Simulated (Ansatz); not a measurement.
# CoIr: magnetic anisotropy

Which direction do the moments of CoIr prefer among 001, 100, 210, and by how much? Methods of the runs shown: PAW and LAPW. Its runs: collinear moments without spin-orbit coupling (PAW and LAPW); spin-orbit coupling, moments along 001 (LAPW); spin-orbit coupling, moments along 100 (LAPW).

Computed with Ansatz 0.2.0 (DFT LDA, with the methods named in each step, unless a step's input says otherwise).

3 further runs of the same task are left out: 3 set aside as unsound or not needed.

## Step 1: The structure to begin with

The structure is hexagonal, space group P-6m2 (No. 187). The conventional cell has a = 2.675 Å, b = 2.675 Å, c = 4.103 Å, α = 90.00°, β = 90.00°, γ = 120.00°. Co (site symmetry -6m2) is surrounded by 6 Ir at 2.57 Å and 6 Co at 2.67 Å. Ir (site symmetry -6m2) is surrounded by 6 Co at 2.57 Å and 6 Ir at 2.67 Å.

Structure file:

```
CELL_PARAMETERS angstrom
2.67464 0.00000 0.00000
-1.33732 2.31631 0.00000
0.00000 0.00000 4.10252
ATOMIC_POSITIONS crystal
Co 0.00000 0.00000 0.00000
Ir 0.66667 0.33333 0.50000
```

Atoms are numbered in the order of the input: Co1, Ir2.

## Step 2: Collinear moments without spin-orbit coupling, PAW

File input.yaml:

```yaml
crystal:
  lattice:
    - [2.6746398389, 0.0, 0.0]
    - [-1.3373199195, 2.3163060465, 0.0]
    - [0.0, 0.0, 4.102521]
  atoms:
    - { symbol: Co, position: [0.0, 0.0, 0.0], spin: 2.0 }
    - { symbol: Ir, position: [0.6666666667, 0.3333333333, 0.5] }
magnetization:
  spin_polarized: true
kpoints:
  mp_grid: { grid: [12, 12, 7] }
scf:
  occupations: { method: fermi_dirac, width: 0.1 }
  lower_state_search: "off"
hamiltonian:
  xc: lda
  pseudopotentials: { kind: paw }
output:
  forces: true
  stress: true
  eigenvalues: true
  write_density: true
  write_potential: true
  elf: true
  volumetric_format: npy
```

Launch:

```console
ansatz run input.yaml --threads 3 --pin off --max-ram 6144MiB --backend cpu --events-out ev --progress --plain --runs-dir out
```

## Step 3: Collinear moments without spin-orbit coupling, LAPW

File input.yaml:

```yaml
crystal:
  lattice:
    - [2.6746398389, 0.0, 0.0]
    - [-1.3373199195, 2.3163060465, 0.0]
    - [0.0, 0.0, 4.102521]
  atoms:
    - { symbol: Co, position: [0.0, 0.0, 0.0], spin: 1.3 }
    - { symbol: Ir, position: [0.6666666667, 0.3333333333, 0.5], spin: 0.2 }
magnetization:
  spin_polarized: true
kpoints:
  mp_grid: { grid: [12, 12, 7] }
scf:
  occupations: { method: fermi_dirac, width: 0.1 }
  convergence: { dr2_threshold: 1.0e-09 }
  lower_state_search: "off"
hamiltonian:
  xc: lda
  pseudopotentials: { kind: all_electron, lapw: { basis_error: 2.5e-05 } }
output:
  eigenvalues: false
checkpoint:
  write: state
  compress: false
  write_every: 100000
```

## Step 4: Spin-orbit coupling, moments along 001, LAPW

File input.yaml:

```yaml
crystal:
  lattice:
    - [2.6746398389, 0.0, 0.0]
    - [-1.3373199195, 2.3163060465, 0.0]
    - [0.0, 0.0, 4.102521]
  atoms:
    - { symbol: Co, position: [0.0, 0.0, 0.0], spin: 1.3, spin_axis: [0.0, 0.0, 1.0] }
    - { symbol: Ir, position: [0.6666666667, 0.3333333333, 0.5], spin: 0.2, spin_axis: [0.0, 0.0, 1.0] }
magnetization:
  noncollinear: true
  spin_orbit: true
kpoints:
  mp_grid: { grid: [12, 12, 7] }
scf:
  occupations: { method: fermi_dirac, width: 0.1 }
  convergence: { dr2_threshold: 1.0e-08 }
  max_iter: 60
  lower_state_search: "off"
hamiltonian:
  xc: lda
  pseudopotentials: { kind: all_electron, lapw: { basis_error: 2.5e-05 } }
output:
  eigenvalues: false
  hubbard: { sites: [{ species: Co, l: d }, { species: Ir, l: d }] }
checkpoint:
  write: state
  compress: false
  write_every: 100000
  read: start
```

## Step 5: Spin-orbit coupling, moments along 100, LAPW

Changes to input.yaml since step 4:

```diff
@@ -6,4 +6,4 @@
   atoms:
-    - { symbol: Co, position: [0.0, 0.0, 0.0], spin: 1.3, spin_axis: [0.0, 0.0, 1.0] }
-    - { symbol: Ir, position: [0.6666666667, 0.3333333333, 0.5], spin: 0.2, spin_axis: [0.0, 0.0, 1.0] }
+    - { symbol: Co, position: [0.0, 0.0, 0.0], spin: 1.3, spin_axis: [1.0, 0.0, 0.0] }
+    - { symbol: Ir, position: [0.6666666667, 0.3333333333, 0.5], spin: 0.2, spin_axis: [1.0, 0.0, 0.0] }
 magnetization:
```

(Steps that only read results are left out.)

Q: Predict the outcome of this session. Wanted: easy direction.

**Answer**, as computed:

| quantity | value |
| --- | --- |
| easy direction (LAPW, self-consistent, 12×12×7) | 001, hardest of 2 run 2.58 meV/cell higher |

**Reading.** By LAPW, self-consistent, among 001 and 100, the easy direction is 001, and the hardest costs 2.58 meV a cell more; mesh and smearing weren't converged for energies this small. Shape anisotropy and temperature are left out.
